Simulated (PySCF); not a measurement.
# C6H10OS: magnetic properties

What do calculations give for the magnetic properties of C6H10OS (`OCCC1=CSCC1`)?

Computed with PySCF 2.14.0 and routines of our own; the level stands in each step. Atoms count from 0.

## Step 1: The system as given

18 atoms, charge 0, multiplicity 1; geometry from: GFN2-xTB.

## Step 2: Magnetic properties: GIAO KT3/pcSseg-1

What the job is given:

```
{"job": {"kind": "mag", "xc": "KT3", "basis": "pcSseg-1", "isotopologues": 2}, "charge": 0, "multiplicity": 1}
O     -1.858633     0.966317    -1.314619
C     -2.081700     0.358600    -0.066103
C     -1.179279    -0.860533     0.195479
C      0.244500    -0.469672     0.435026
C      0.879676    -0.578609     1.595790
S      2.541850    -0.033509     1.598128
C      2.359094     0.656622    -0.093337
C      1.076387     0.082075    -0.692344
H     -2.050291     0.327289    -2.010689
H     -1.882999     1.133800     0.677441
H     -3.133535     0.050497     0.023668
H     -1.234345    -1.530580    -0.669354
H     -1.563222    -1.391693     1.067225
H      0.490588    -0.970427     2.516594
H      2.306521     1.739864     0.014762
H      3.250242     0.399360    -0.660837
H      1.303307    -0.725738    -1.396925
H      0.523079     0.852654    -1.231564
```

Method: GIAO KT3/pcSseg-1 magnetisability, rotational g tensor and spin-rotation constants, non-relativistic, gas phase.

The run is started by

```
$ OMP_NUM_THREADS=1 python excited_run.py task.json out
```

The driver reads the jobs from task.json and runs them one after another.

The program printed:

```text
coarse grid: 15432 points
cycle   1  E = -715.4490350017  dE =  9.168e-01  |g| = 8.160e-01  |ddm| = 3.960e+00
cycle   2  E = -715.1576046616  dE =  2.914e-01  |g| = 1.420e+00  |ddm| = 2.448e+00
cycle   3  E = -715.5838570588  dE = -4.263e-01  |g| = 1.811e-01  |ddm| = 1.893e+00
cycle   4  E = -715.5897455094  dE = -5.888e-03  |g| = 9.653e-02  |ddm| = 3.251e-01
cycle   5  E = -715.5917497440  dE = -2.004e-03  |g| = 4.991e-02  |ddm| = 1.482e-01
cycle   6  E = -715.5923878497  dE = -6.381e-04  |g| = 9.751e-03  |ddm| = 5.439e-02
cycle   7  E = -715.5924103839  dE = -2.253e-05  |g| = 1.972e-03  |ddm| = 1.257e-02
cycle   8  E = -715.5924110942  dE = -7.104e-07  |g| = 1.016e-03  |ddm| = 3.778e-03
final grid: 143928 points
cycle   9  E = -715.6533122240  dE = -2.555e-04  |g| = 1.541e-02  |ddm| = 6.620e-02
cycle  10  E = -715.6532236952  dE =  8.853e-05  |g| = 2.559e-02  |ddm| = 3.288e-02
cycle  11  E = -715.6533476045  dE = -1.239e-04  |g| = 2.640e-03  |ddm| = 2.464e-02
cycle  12  E = -715.6533481883  dE = -5.837e-07  |g| = 2.021e-03  |ddm| = 4.841e-03
cycle  13  E = -715.6533492963  dE = -1.108e-06  |g| = 2.761e-04  |ddm| = 2.297e-03
cycle  14  E = -715.6533493158  dE = -1.956e-08  |g| = 6.187e-05  |ddm| = 3.234e-04
cycle  15  E = -715.6533493167  dE = -8.824e-10  |g| = 1.876e-05  |ddm| = 8.267e-05
converged SCF energy = -715.6533493167

Magnetisability tensor (1e-30 J/T^2)
    -1317.88       -9.43       -3.51
       -9.43    -1382.87       27.59
       -3.51       27.59    -1327.15
isotropic -1342.63   principal values   -1394.93  -1323.32  -1309.65
isotropic susceptibility -80.855 1e-6 cm^3/mol

Inertial axes            a          b          c
rot. const./GHz      3.8831     0.9691     0.8410
chi total           -79.649    -82.137    -80.780
chi diamagnetic    -442.869  -1313.650  -1508.188
chi paramagnetic    363.220   1231.514   1427.407
quadrupole/D A       -2.955      4.805     -1.849
g nuclear            0.6313     0.5519     0.5573
g electronic        -0.6626    -0.5607    -0.5639
g total             -0.0313    -0.0088    -0.0066

Spin-rotation constants (kHz, H = +C I.J)
atom  isotope        aa         bb         cc
  8     1H       -0.400     -0.129     -0.020
  9     1H       -0.288     -0.115      0.036
 10     1H        0.061     -0.060     -0.074
 11     1H       -0.370     -0.103      0.013
 12     1H       -0.419      0.046     -0.095
 13     1H       -0.373      0.084     -0.098
 14     1H       -0.381     -0.072      0.015
 15     1H       -0.222     -0.049     -0.045
 16     1H       -0.406     -0.096      0.030
 17     1H       -0.121     -0.037     -0.062
  0    17O*      -0.439     -0.129     -0.056
  1    13C*       0.933      0.189      0.205
  2    13C*       0.714      0.182      0.147
  3    13C*       1.259      0.415      0.165
  4    13C*       1.198      0.368      0.169
  5    33S*       1.153      0.198      0.298
  6    13C*       0.623      0.148      0.178
  7    13C*       0.695      0.156      0.173
* in the singly substituted isotopologue

Isotopologues: g along a, b, c
2H    at 8,9,10,11,12,1    -0.0253    -0.0081    -0.0060
18O   at 0                 -0.0307    -0.0086    -0.0065
```

It took 48 s on 1 thread of Arm Neoverse V1, shared host; peak memory 0.74 GiB.

From this job:

| quantity | value |
| --- | --- |
| magnetisability | -1343·10⁻³⁰ J/T² |
| molar susceptibility | -80.9·10⁻⁶ cm³/mol |
| rotational g (a, b, c) | -0.0313, -0.0088, -0.0066 |

## Step 3: Magnetic properties: common gauge origin KT1/pcSseg-1

Settings changed since step 2:

```diff
@@ -1,2 +1,2 @@
-{"job": {"kind": "mag", "xc": "KT3", "basis": "pcSseg-1", "isotopologues": 2}, "charge": 0, "multiplicity": 1}
+{"job": {"kind": "mag", "xc": "KT1", "basis": "pcSseg-1", "gauge": [0, 0, 0]}, "charge": 0, "multiplicity": 1}
 O     -1.858633     0.966317    -1.314619
```

Method: common gauge origin KT1/pcSseg-1 magnetisability, rotational g tensor and spin-rotation constants, non-relativistic, gas phase.

The program printed:

```text
coarse grid: 15432 points
cycle   1  E = -713.7321058016  dE =  9.345e-01  |g| = 7.089e-01  |ddm| = 3.952e+00
cycle   2  E = -713.5048446761  dE =  2.273e-01  |g| = 1.265e+00  |ddm| = 2.075e+00
cycle   3  E = -713.8342394043  dE = -3.294e-01  |g| = 1.536e-01  |ddm| = 1.583e+00
cycle   4  E = -713.8387243747  dE = -4.485e-03  |g| = 7.854e-02  |ddm| = 2.834e-01
cycle   5  E = -713.8400534444  dE = -1.329e-03  |g| = 3.987e-02  |ddm| = 1.249e-01
cycle   6  E = -713.8404601241  dE = -4.067e-04  |g| = 8.466e-03  |ddm| = 4.617e-02
cycle   7  E = -713.8404773809  dE = -1.726e-05  |g| = 1.857e-03  |ddm| = 1.177e-02
cycle   8  E = -713.8404779987  dE = -6.178e-07  |g| = 9.243e-04  |ddm| = 3.485e-03
final grid: 143928 points
cycle   9  E = -713.9054506894  dE = -2.339e-04  |g| = 2.252e-02  |ddm| = 6.856e-02
cycle  10  E = -713.9051013055  dE =  3.494e-04  |g| = 4.116e-02  |ddm| = 7.094e-02
cycle  11  E = -713.9055487912  dE = -4.475e-04  |g| = 7.704e-03  |ddm| = 5.875e-02
cycle  12  E = -713.9055647637  dE = -1.597e-05  |g| = 2.380e-03  |ddm| = 1.071e-02
cycle  13  E = -713.9055661509  dE = -1.387e-06  |g| = 5.728e-04  |ddm| = 2.862e-03
cycle  14  E = -713.9055662334  dE = -8.247e-08  |g| = 1.040e-04  |ddm| = 6.653e-04
cycle  15  E = -713.9055662361  dE = -2.678e-09  |g| = 3.810e-05  |ddm| = 1.899e-04
cycle  16  E = -713.9055662364  dE = -3.315e-10  |g| = 1.552e-05  |ddm| = 6.171e-05
converged SCF energy = -713.9055662364

Magnetisability tensor (1e-30 J/T^2)
    -3578.05     -263.18     2177.72
     -263.18    -7788.75     -261.26
     2177.72     -261.26    -6532.87
isotropic -5966.56   principal values   -7873.84  -7625.33  -2400.50
isotropic susceptibility -359.314 1e-6 cm^3/mol

Inertial axes            a          b          c
rot. const./GHz      3.8831     0.9691     0.8410
chi total          -146.180   -458.034   -473.730
chi diamagnetic    -445.274  -1315.985  -1510.338
chi paramagnetic    299.094    857.951   1036.609
quadrupole/D A       -2.771      4.869     -2.098
g nuclear            0.6313     0.5519     0.5573
g electronic        -0.5456    -0.3906    -0.4095
g total              0.0857     0.1613     0.1478

Spin-rotation constants (kHz, H = +C I.J)
atom  isotope        aa         bb         cc
  8     1H       -0.598     -0.043      0.085
  9     1H       -0.353     -0.293     -0.156
 10     1H       -0.031      0.068      0.018
 11     1H       -0.472     -0.177     -0.103
 12     1H       -0.186     -0.114     -0.171
 13     1H        0.072     -0.139     -0.208
 14     1H       -0.386     -0.236     -0.115
 15     1H       -0.194     -0.070     -0.018
 16     1H       -0.402     -0.259     -0.144
 17     1H       -0.213     -0.324     -0.265
  0    17O*      -0.497     -0.224     -0.053
  1    13C*       0.810      0.157      0.165
  2    13C*       0.658      0.115      0.087
  3    13C*       1.093      0.296      0.046
  4    13C*       1.192      0.224      0.051
  5    33S*       1.159      0.150      0.304
  6    13C*       0.518      0.067      0.102
  7    13C*       0.590      0.062      0.083
* in the singly substituted isotopologue
```

Wall time 34 s (1 thread of Arm Neoverse V1, shared host); peak memory 0.69 GiB.

A normal end doesn't make this result sound: a common gauge origin replaces GIAOs, so the magnetic properties depend on where the origin lies.

## Step 4: Outcome

| quantity | value |
| --- | --- |
| magnetisability (step 2, GIAO KT3/pcSseg-1) | -1343·10⁻³⁰ J/T² |
| molar susceptibility (step 2, GIAO KT3/pcSseg-1) | -80.9·10⁻⁶ cm³/mol |
| rotational g (a, b, c) (step 2, GIAO KT3/pcSseg-1) | -0.0313, -0.0088, -0.0066 |
| runs | 0 failed, 1 ended on unsound input |

The values above hold for this geometry and these levels alone. Vibrational averaging and real surroundings are missing from these values.
